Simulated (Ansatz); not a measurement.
**YB6: further runs on the relaxed cell**

This session takes YB6 and sets out to fit an equation of state.

The COD entry's cell or inner coordinates are ideal or old and differ from later refinements, so a difference from it is no clean test against experiment.

Computed with Ansatz 0.2.0 (DFT r2SCAN, scalar-relativistic, plane waves, PAW, unless a step's input says otherwise).

2 further runs of the same task are left out: 2 set aside as unsound or not needed. Runs told in other sessions of the task aren't counted.

## 1. The starting structure

It takes space group Pm-3m (No. 221, cubic). The conventional cell has a = 4.089 Å, b = 4.089 Å, c = 4.089 Å, α = 90.00°, β = 90.00°, γ = 90.00°. Around Y (site symmetry m-3m) lie 24 B at 3.00 Å. B (site symmetry 4mm) is surrounded by 5 B at 1.63 to 1.74 Å.

As a file:

```cif
data_structure
_symmetry_space_group_name_H-M 'P 1'
_symmetry_Int_Tables_number 1
_cell_length_a 4.0891
_cell_length_b 4.0891
_cell_length_c 4.0891
_cell_angle_alpha 90.000
_cell_angle_beta 90.000
_cell_angle_gamma 90.000
_cell_volume 68.38
loop_
_atom_site_label
_atom_site_type_symbol
_atom_site_fract_x
_atom_site_fract_y
_atom_site_fract_z
_atom_site_occupancy
Y1 Y 0.00000 0.00000 0.00000 1
B1 B 0.19894 0.50000 0.50000 1
B2 B 0.50000 0.19894 0.50000 1
B3 B 0.80106 0.50000 0.50000 1
B4 B 0.50000 0.80106 0.50000 1
B5 B 0.50000 0.50000 0.19894 1
B6 B 0.50000 0.50000 0.80106 1
```

It is the result of an earlier relaxation at this level (volume 9.77 Å³/atom; gap on the mesh: none (metal)).

## 2. Point at V/V0 = 0.97

input.yaml reads:

```yaml
crystal:
  lattice:
    - [4.0478390603, 0.0, 0.0]
    - [0.0, 4.0478390603, 0.0]
    - [0.0, 0.0, 4.0478390603]
  atoms:
    - { symbol: "Y", position: [0.0, 0.0, 0.0] }
    - { symbol: B, position: [0.1989446304, 0.5, 0.5] }
    - { symbol: B, position: [0.5, 0.1989446304, 0.5] }
    - { symbol: B, position: [0.8010553696, 0.5, 0.5] }
    - { symbol: B, position: [0.5, 0.8010553696, 0.5] }
    - { symbol: B, position: [0.5, 0.5, 0.1989446304] }
    - { symbol: B, position: [0.5, 0.5, 0.8010553696] }
basis:
  ecutwfc: 500
kpoints:
  mp_grid: { grid: [10, 10, 10] }
hamiltonian:
  xc: r2scan
scf:
  occupations: { method: gaussian, width: 0.1 }
output:
  forces: true
  stress: true
  eigenvalues: true
relax:
  adjacent_minimum: "off"
  f_tol: 0.01
  max_steps: 30
```

The run is started by

```sh
> ansatz run input.yaml --threads 2 --pin off --max-ram 5120MiB --backend cpu --events-out ev --progress --plain --runs-dir out
```

## 3. Volume × 1.03

Edit input.yaml of step 2 so:

```diff
@@ -2,5 +2,5 @@
   lattice:
-    - [4.0478390603, 0.0, 0.0]
-    - [0.0, 4.0478390603, 0.0]
-    - [0.0, 0.0, 4.0478390603]
+    - [4.1296356247, 0.0, 0.0]
+    - [0.0, 4.1296356247, 0.0]
+    - [0.0, 0.0, 4.1296356247]
   atoms:
@@ -25,2 +25,6 @@
   eigenvalues: true
+  write_density: true
+  write_potential: true
+  elf: true
+  volumetric_format: npy
 relax:
```

## 4. The cell scaled to 0.94 of its volume

input.yaml reads:

```yaml
crystal:
  lattice:
    - [4.0056710036, 0.0, 0.0]
    - [0.0, 4.0056710036, 0.0]
    - [0.0, 0.0, 4.0056710036]
  atoms:
    - { symbol: "Y", position: [0.0, 0.0, 0.0] }
    - { symbol: B, position: [0.1985676732, 0.5, 0.5] }
    - { symbol: B, position: [0.5, 0.1985676732, 0.5] }
    - { symbol: B, position: [0.8014323268, 0.5, 0.5] }
    - { symbol: B, position: [0.5, 0.8014323268, 0.5] }
    - { symbol: B, position: [0.5, 0.5, 0.1985676732] }
    - { symbol: B, position: [0.5, 0.5, 0.8014323268] }
basis:
  ecutwfc: 500
kpoints:
  mp_grid: { grid: [10, 10, 10] }
hamiltonian:
  xc: r2scan
scf:
  occupations: { method: gaussian, width: 0.1 }
output:
  forces: true
  stress: true
  eigenvalues: true
relax:
  adjacent_minimum: "off"
  f_tol: 0.01
  max_steps: 30
```

## 5. The cell scaled to 1.06 of its volume

input.yaml reads:

```yaml
crystal:
  lattice:
    - [4.1693460956, 0.0, 0.0]
    - [0.0, 4.1693460956, 0.0]
    - [0.0, 0.0, 4.1693460956]
  atoms:
    - { symbol: "Y", position: [0.0, 0.0, 0.0] }
    - { symbol: B, position: [0.1993283923, 0.5, 0.5] }
    - { symbol: B, position: [0.5, 0.1993283923, 0.5] }
    - { symbol: B, position: [0.8006716077, 0.5, 0.5] }
    - { symbol: B, position: [0.5, 0.8006716077, 0.5] }
    - { symbol: B, position: [0.5, 0.5, 0.1993283923] }
    - { symbol: B, position: [0.5, 0.5, 0.8006716077] }
basis:
  ecutwfc: 500
kpoints:
  mp_grid: { grid: [10, 10, 10] }
hamiltonian:
  xc: r2scan
scf:
  occupations: { method: gaussian, width: 0.1 }
output:
  forces: true
  stress: true
  eigenvalues: true
relax:
  adjacent_minimum: "off"
  f_tol: 0.01
  max_steps: 30
```

## 6. The cell scaled to 0.91 of its volume

input.yaml reads:

```yaml
crystal:
  lattice:
    - [3.9625959339, 0.0, 0.0]
    - [0.0, 3.9625959339, 0.0]
    - [0.0, 0.0, 3.9625959339]
  atoms:
    - { symbol: "Y", position: [0.0, 0.0, 0.0] }
    - { symbol: B, position: [0.1982156203, 0.5, 0.5] }
    - { symbol: B, position: [0.5, 0.1982156203, 0.5] }
    - { symbol: B, position: [0.8017843797, 0.5, 0.5] }
    - { symbol: B, position: [0.5, 0.8017843797, 0.5] }
    - { symbol: B, position: [0.5, 0.5, 0.1982156203] }
    - { symbol: B, position: [0.5, 0.5, 0.8017843797] }
basis:
  ecutwfc: 500
kpoints:
  mp_grid: { grid: [10, 10, 10] }
hamiltonian:
  xc: r2scan
scf:
  occupations: { method: gaussian, width: 0.1 }
output:
  forces: true
  stress: true
  eigenvalues: true
relax:
  adjacent_minimum: "off"
  f_tol: 0.01
  max_steps: 30
```

## 7. The cell scaled to 1.10 of its volume

input.yaml reads:

```yaml
crystal:
  lattice:
    - [4.2211445112, 0.0, 0.0]
    - [0.0, 4.2211445112, 0.0]
    - [0.0, 0.0, 4.2211445112]
  atoms:
    - { symbol: "Y", position: [0.0, 0.0, 0.0] }
    - { symbol: B, position: [0.1997400995, 0.5, 0.5] }
    - { symbol: B, position: [0.5, 0.1997400995, 0.5] }
    - { symbol: B, position: [0.8002599005, 0.5, 0.5] }
    - { symbol: B, position: [0.5, 0.8002599005, 0.5] }
    - { symbol: B, position: [0.5, 0.5, 0.1997400995] }
    - { symbol: B, position: [0.5, 0.5, 0.8002599005] }
basis:
  ecutwfc: 500
kpoints:
  mp_grid: { grid: [10, 10, 10] }
hamiltonian:
  xc: r2scan
scf:
  occupations: { method: gaussian, width: 0.1 }
output:
  forces: true
  stress: true
  eigenvalues: true
relax:
  adjacent_minimum: "off"
  f_tol: 0.01
  max_steps: 30
```

## 8. Point at V/V0 = 0.88

input.yaml reads:

```yaml
crystal:
  lattice:
    - [3.9185634457, 0.0, 0.0]
    - [0.0, 3.9185634457, 0.0]
    - [0.0, 0.0, 3.9185634457]
  atoms:
    - { symbol: "Y", position: [0.0, 0.0, 0.0] }
    - { symbol: B, position: [0.1978790352, 0.5, 0.5] }
    - { symbol: B, position: [0.5, 0.1978790352, 0.5] }
    - { symbol: B, position: [0.8021209648, 0.5, 0.5] }
    - { symbol: B, position: [0.5, 0.8021209648, 0.5] }
    - { symbol: B, position: [0.5, 0.5, 0.1978790352] }
    - { symbol: B, position: [0.5, 0.5, 0.8021209648] }
basis:
  ecutwfc: 500
kpoints:
  mp_grid: { grid: [10, 10, 10] }
hamiltonian:
  xc: r2scan
scf:
  occupations: { method: gaussian, width: 0.1 }
output:
  forces: true
  stress: true
  eigenvalues: true
relax:
  adjacent_minimum: "off"
  f_tol: 0.01
  max_steps: 30
```

(Steps that only read results are left out.)

Before running it: what results should come out? Wanted: equilibrium volume of the fit; bulk modulus.

The runs gave:

| quantity | value |
| --- | --- |
| equilibrium volume of the fit | 9.77 Å³/atom |
| bulk modulus | 179 GPa |
| its pressure derivative | 3.6 |

**Reading.** The fit puts the minimum at 9.77 Å³/atom with B = 179 GPa and B' = 3.6.
